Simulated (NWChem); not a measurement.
# PBE0/pcseg-1 run of AsH3 (arsine)

Aim: the electronic atomisation energy of AsH3 (arsine) at PBE0/pcseg-1, from 3 runs. 

The results are computed with NWChem 7.3.0.

### Step 1. The system as given

AsH3 has 4 atoms, charge 0, and is taken as a singlet. As SMILES, `[AsH3]`. Geometry: relaxed at PBE0-D4/def2-TZVP.

Bond lengths: As1–H2 1.522 Å, As1–H3 1.522 Å, As1–H4 1.522 Å. Angles: H2–As1–H3 92.0°, H2–As1–H4 92.0°, H3–As1–H4 92.0°.

### Step 2. A single-point energy at PBE0/pcseg-1

The input, ash3.xyz:

```xyz
4
AsH3
As    -0.215800     0.487600    -0.346000
H      0.349900     0.630300     1.059400
H     -1.068000    -0.705500     0.061100
H      0.933900    -0.412500    -0.774500
```

The input, ash3.nw:

```
START ash3
TITLE "AsH3"
memory 2200 mb
GEOMETRY noautosym nocenter noautoz
 load format xyz ash3.xyz
END
BASIS spherical bse
 As library pcseg-1
 H library pcseg-1
END
DFT
 xc pbe0
 grid fine
 convergence energy 1e-08
 iterations 100
 mulliken
 print low
END
TASK dft energy
```

On the command line:

```
$ nwchem ash3.nw > ash3.out
```

Output:

```text
[...]
 d= 0,ls=0.0,diis     1  -2237.1152362454 -2.27D+03  8.10D-03  9.34D-02     0.8
[...]
 d= 0,ls=0.0,diis     7  -2237.1272288764 -7.40D-10  2.29D-07  4.04D-11     3.6
         Total DFT energy =    -2237.127228876419
      One electron energy =    -3186.252922697238
           Coulomb energy =      997.830903470641
    Exchange-Corr. energy =      -83.858390132678
 Nuclear repulsion energy =       35.153180482855
[...]
      Total Density - Mulliken Population Analysis
     ---------------------------------------------
    Atom       Charge   Shell Charges
 -----------   ------   -------------------------------------------------------
    1 As  33    33.23   2.00  2.00  2.00  1.17  0.66  6.00  5.98  1.54  1.77  9.99  0.13
    2 H    1     0.92   0.72  0.20  0.01
    3 H    1     0.92   0.72  0.20  0.01
    4 H    1     0.92   0.72  0.20  0.01
[...]
```

It took 4.2 s on 1 thread of Intel Xeon 6975P-C (Granite Rapids), shared host; peak memory 0.11 GiB.

### Step 3. The As atom

The input, geom.nw:

```
START geom
TITLE "As"
memory stack 880 mb heap 220 mb global 1100 mb
charge 0
GEOMETRY noautosym nocenter noautoz
  As    0.000000    0.000000    0.000000
END
BASIS spherical bse
  * library pcseg-1
END
DFT
  xc pbe0
  mult 4
  grid fine
  convergence energy 1e-08
  iterations 100
  mulliken
  noprint "final vectors analysis"
END
TASK dft energy
```

On the command line:

```
$ nwchem geom.nw > geom.out
```

Output:

```text
[...]
          Wavefunction type:  spin polarized.
          No. of atoms     :     1
          No. of electrons :    33
[...]
          Charge           :     0
          Spin multiplicity:     4
[...]
          AO basis - number of functions:    27
[...]
              XC Information
              --------------
                         PBE0 Method XC Functional
                     Hartree-Fock (Exact) Exchange  0.250
          PerdewBurkeErnzerhof Exchange Functional  0.750
            Perdew 1991 LDA Correlation Functional  1.000 local
           PerdewBurkeErnz. Correlation Functional  1.000 non-local
[...]
 d= 0,ls=0.0,diis     1  -2235.2729133146 -2.24D+03  1.12D-02  2.85D-02     0.6
[...]
 d= 0,ls=0.0,diis     6  -2235.2862750505 -2.04D-09  1.63D-07  1.09D-12     2.1
[...]
         Total DFT energy =    -2235.286275050515
      One electron energy =    -3113.839572112474
           Coulomb energy =      961.314280006720
    Exchange-Corr. energy =      -82.760982944761
 Nuclear repulsion energy =        0.000000000000
[...]
      Total Density - Mulliken Population Analysis
     ---------------------------------------------
    Atom       Charge   Shell Charges
 -----------   ------   -------------------------------------------------------
    1 As  33    33.00   2.00  2.00  2.00  1.31  0.69  6.00  5.98  1.27  1.75  9.99  0.01
     --------------------------------------------
      Spin Density - Mulliken Population Analysis
     --------------------------------------------
    Atom       Charge   Shell Charges
 -----------   ------   -------------------------------------------------------
    1 As  33     3.00  -0.00  0.00 -0.00 -0.01  0.01  0.00  0.01  1.24  1.76 -0.01  0.01
[...]
      <S2> =      3.7503 (Exact =     3.7500)
[...]
```

Wall time 2.6 s (1 thread of Intel Xeon 6975P-C (Granite Rapids), shared host); peak memory 0.11 GiB.

### Step 4. The H atom at the same level

The input, mol.xyz:

```xyz
1
H PBE0
H      0.000000     0.000000     0.000000
```

The input, mol.nw:

```
START mol
TITLE "H PBE0"
memory 2200 mb

GEOMETRY units angstrom noautosym nocenter noautoz
load format xyz mol.xyz
END

BASIS spherical bse
* library pcseg-1
END

DFT
xc pbe0
mult 2
grid fine
convergence energy 1e-08
maxiter 100
mulliken
noprint "final vectors analysis"
END

TASK dft energy
```

On the command line:

```
$ nwchem mol.nw > mol.out
```

Output:

```text
[...]
          Wavefunction type:  spin polarized.
          No. of atoms     :     1
          No. of electrons :     1
[...]
          Charge           :     0
          Spin multiplicity:     2
[...]
          AO basis - number of functions:     5
[...]
              XC Information
              --------------
                         PBE0 Method XC Functional
                     Hartree-Fock (Exact) Exchange  0.250
          PerdewBurkeErnzerhof Exchange Functional  0.750
            Perdew 1991 LDA Correlation Functional  1.000 local
           PerdewBurkeErnz. Correlation Functional  1.000 non-local
[...]
 d= 0,ls=0.0,diis     1     -0.5004156636 -5.00D-01  1.61D-03  1.79D-05     0.0
[...]
  Singularity in Pulay matrix. Error and Fock matrices removed.
 d= 0,ls=0.0,diis     3     -0.5004290596 -7.63D-08  2.60D-07  4.24D-13     0.1
[...]
  Singularity in Pulay matrix. Error and Fock matrices removed.
 d= 0,ls=0.0,diis     4     -0.5004290596 -3.20D-13  7.25D-10  3.31D-18     0.1
[...]
         Total DFT energy =       -0.500429059599
      One electron energy =       -0.498577649883
           Coulomb energy =        0.307626268489
    Exchange-Corr. energy =       -0.309477678204
 Nuclear repulsion energy =        0.000000000000
[...]
      Total Density - Mulliken Population Analysis
     ---------------------------------------------
    Atom       Charge   Shell Charges
 -----------   ------   -------------------------------------------------------
    1 H    1     1.00   0.57  0.43  0.00
     --------------------------------------------
      Spin Density - Mulliken Population Analysis
     --------------------------------------------
    Atom       Charge   Shell Charges
 -----------   ------   -------------------------------------------------------
    1 H    1     1.00   0.57  0.43  0.00
[...]
      <S2> =      0.7500 (Exact =     0.7500)
[...]
```

It took 0.6 s on 1 thread of Intel Xeon 6975P-C (Granite Rapids), shared host; peak memory 0.1 GiB.

### Step 5. What came out

At PBE0/pcseg-1:

```
                     quantity           value
       molecule: total energy  -2237.12723 Eh
        As atom: total energy  -2235.28628 Eh
                As atom: ⟨S²⟩           3.750
         H atom: total energy     -0.50043 Eh
                 H atom: ⟨S²⟩           0.750
electronic atomisation energy        9.243 eV
```

In words: Taking the molecule apart into free atoms costs 9.24 eV (213 kcal/mol), before zero-point energy and without spin-orbit coupling.
